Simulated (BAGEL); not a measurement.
**SiHBr (SMILES [SiH]Br) at HF/STO-3G (density fitting with qzvpp-jkfit)**

Aim: the electronic atomisation energy of SiHBr at HF/STO-3G (density fitting with qzvpp-jkfit), from 4 runs. 

Program for the calculation: BAGEL 1.2.2.

22 further runs of the same task are left out: 3 that didn't finish, 19 set aside as unsound or not needed.

### 1 The molecule

SiHBr has 3 atoms, charge 0, and is taken as a singlet. As SMILES, `[SiH]Br`. The shape is that of a PBE0-D4/def2-TZVP optimisation.

Bond lengths: Si1–Br2 2.245 Å, Si1–H3 1.527 Å. Angles: Br2–Si1–H3 94.0°.

### 2 The energy at HF/STO-3G (density fitting with qzvpp-jkfit)

File input.json:

```json
{ "bagel": [

{
  "title": "molecule",
  "basis": "sto-3g",
  "df_basis": "qzvpp-jkfit",
  "angstrom": "true",
  "geometry": [
    { "atom": "Si", "xyz": [      -0.624700,       0.521900,      -0.296100 ] },
    { "atom": "Br", "xyz": [       1.340900,       0.401500,       0.781400 ] },
    { "atom": "H", "xyz": [      -0.727100,      -0.988300,      -0.498600 ] }
  ]
},

{
  "title": "hf"
},

{
  "title": "print",
  "file": "orbitals.molden",
  "orbitals": "true"
}

]}
```

Started as:

```console
$ BAGEL_NUM_THREADS=1 BAGEL input.json > input.out
```

The log of the run:

```text
* using 1 threads per process

  ===============================================================
  ===============================================================

  *** Geometry ***

  { "atom" : "Si", "xyz" : [     -1.180512,      0.986248,     -0.559548 ] },
  { "atom" : "Br", "xyz" : [      2.533934,      0.758725,      1.476632 ] },
  { "atom" : "H", "xyz" : [     -1.374020,     -1.867616,     -0.942217 ] },

  Number of auxiliary basis functions:      412

  Since a DF basis is specified, we compute 2- and 3-index integrals:
    o Being stored without compression. Storage requirement is 0.003 GB

  Number of basis functions:       28
  Number of electrons      :       50

    * METHOD: MOLECULE                             0.13

  *** RHF ***

  === Nuclear Repulsion ===
   126.9735841711

      * DIIS with orbital gradients will be used.

  === RHF iteration (sto-3g) ===
      0      -2830.79584497          0.00833112           0.02
      1      -2830.83096078          0.00136911           0.02
      2      -2830.83162399          0.00030692           0.02
      3      -2830.83171376          0.00008778           0.02
      4      -2830.83172121          0.00001760           0.02
      5      -2830.83172147          0.00000281           0.02
      6      -2830.83172148          0.00000069           0.02
      7      -2830.83172148          0.00000009           0.02
      8      -2830.83172148          0.00000002           0.02
      9      -2830.83172148          0.00000000           0.02
    * SCF iteration converged.

    * Permanent dipole moment:
           (    0.868213,    -0.021583,     0.478986) a.u.

    * METHOD: HF                                   0.32

    * METHOD: PRINT                                0.00

  ===============================================================
```

Wall time 1 s (1 thread of AMD EPYC 7R43 (Zen 3), shared host); peak memory 0.077 GiB.

### 3 The Br atom, same level

File input.json:

```json
{ "bagel": [

{
  "title": "molecule",
  "basis": "sto-3g",
  "df_basis": "qzvpp-jkfit",
  "angstrom": "true",
  "geometry": [
    { "atom": "Br", "xyz": [    0.000000,    0.000000,    0.000000 ] }
  ]
},
{
  "title": "uhf",
  "nopen": 1
},
{
  "title": "print",
  "file": "orbitals.molden",
  "orbitals": "true"
}

]}
```

Run the same way, it converges to -2544.63677 Eh (log not shown).

### 4 The H atom, same level

File hf.json:

```json
{ "bagel": [

{
  "title": "molecule",
  "basis": "sto-3g",
  "df_basis": "qzvpp-jkfit",
  "angstrom": "true",
  "geometry": [
    { "atom": "H", "xyz": [       0.000000,       0.000000,       0.000000 ] }
  ]
},

{ "title": "uhf", "charge": 0, "nopen": 1 },

{ "title": "print", "file": "orbitals.molden", "orbitals": "true" }

]}
```

Started as:

```console
$ BAGEL_NUM_THREADS=1 BAGEL hf.json > hf.out
```

The log of the run:

```text
* using 1 threads per process

  ===============================================================
  ===============================================================

  *** Geometry ***

  { "atom" : "H", "xyz" : [      0.000000,      0.000000,      0.000000 ] },

  Number of auxiliary basis functions:       18

  Since a DF basis is specified, we compute 2- and 3-index integrals:
    o Being stored without compression. Storage requirement is 0.000 GB

  Number of basis functions:        1
  Number of electrons      :        1

    * METHOD: MOLECULE                             0.02

  *** Open-shell HF ***

  === Nuclear Repulsion ===
     0.0000000000

      * DIIS with orbital gradients will be used.

  === UHF iteration (sto-3g) ===
      0         -0.46658185          0.00000000           0.00
    * SCF iteration converged.

    * S^2 (UHF) is 0.7500

    * Permanent dipole moment:
           (    0.000000,     0.000000,     0.000000) a.u.

    * METHOD: UHF                                  0.01

    * METHOD: PRINT                                0.00

  ===============================================================
```

Run time: 0.5 s. Hardware: 1 thread of AMD EPYC 7R43 (Zen 3), shared host; peak memory 0.077 GiB.

### 5 The Si atom, same level

File hf.json:

```json
{ "bagel" : [

{
  "title" : "molecule",
  "basis" : "sto-3g",
  "df_basis" : "qzvpp-jkfit",
  "angstrom" : "true",
  "geometry" : [
    { "atom" : "Si", "xyz" : [    0.000000,    0.000000,    0.000000 ] }
  ]
},
{ "title" : "uhf", "nopen" : 2 },
{ "title" : "print", "file" : "orbitals.molden", "orbitals" : "true" }

]}
```

Run the same way, it converges to -285.46647 Eh (log not shown).

### 6 Summary of results

At HF/STO-3G (density fitting with qzvpp-jkfit):

| quantity | value |
| --- | --- |
| molecule: total energy | -2830.83172 Eh |
| molecule: dipole moment | 2.52 D |
| molecule: HOMO energy | -6.62 eV |
| molecule: LUMO energy | 4.96 eV |
| molecule: HOMO–LUMO gap | 11.58 eV |
| Br atom: total energy | -2544.63677 Eh |
| Br atom: dipole moment | 0.00 D |
| Br atom: ⟨S²⟩ | 0.750 |
| H atom: total energy | -0.46658 Eh |
| H atom: dipole moment | 0.00 D |
| H atom: ⟨S²⟩ | 0.750 |
| Si atom: total energy | -285.46647 Eh |
| Si atom: dipole moment | 0.00 D |
| Si atom: ⟨S²⟩ | 2.000 |
| electronic atomisation energy | 7.127 eV |

Taking the molecule apart into free atoms costs 7.13 eV (164 kcal/mol), before zero-point energy and without spin-orbit coupling. Hartree–Fock lacks the correlation of the bonding pairs, which as a rule makes this value much too low; in minimal bases other errors can mask that. In a minimal basis such a difference can be off by several eV, whatever the method.
